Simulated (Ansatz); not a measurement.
# TaO (sextet): the correlation ladder, def2-TZVPP

The task here is to estimate one member of a computed series from the others.

Program: Ansatz 0.2.0, Gaussian basis. Level of theory: def2-TZVPP, core rule «outside noble gas», up to 5 orbitals frozen. These are calculated values, not measurements.

The runs, in order: UHF; ROHF; CCSD(T) on UHF.

## The system

The geometry is a PBE0/def2-TZVP stationary point (not a proven minimum) of the parent state, kept for this charge and spin. No spin-orbit coupling is included. Elements past krypton take def2 core potentials.

2 atoms, charge 0, spin multiplicity 6.

Atoms are counted from 1 here; the program's logs count them from 0.

Bond lengths: Ta1–O2 1.699 Å.

The first run:

Input file in.yaml:

```yaml
crystal:
  periodic: [false, false, false]
  atoms:
    - {symbol: Ta, position_ang: [0.000000, 0.000000, 0.000000]}
    - {symbol: O, position_ang: [0.000000, 0.000000, 1.698600]}
basis:
  gaussian: {orbitals: def2-TZVPP}
magnetization: {spin_polarized: true, initial_magnetization: 5}
hamiltonian: {xc: hf}
output: {orbitals: {seedname: orbitals}}
```

The run is started by

```bash
$ ansatz run in.yaml --threads 1 --pin off --events-out ev --progress --plain --max-ram 4096MiB --backend cpu
```

Steps of the session up to this table: UHF; ROHF; CCSD(T) on UHF.

One table of the session follows, with a row left open; its other results are not shown here.

It belongs to the step «Misses and costs». 

| method | from UCCSD(T) (meV) |
| --- | --- |
| ROHF | +7897.6 |
| UHF | +7676.7 |
| UMP2 | +733.7 |
| UCCSD | ? |
| UCCSD(T) | 0 |

Q: Estimate the row for UCCSD from the others.

As computed: from UCCSD(T) (meV): +279.1. In the column «from UCCSD(T) (meV)» it lies between UCCSD(T) (0) and UMP2 (+733.7).
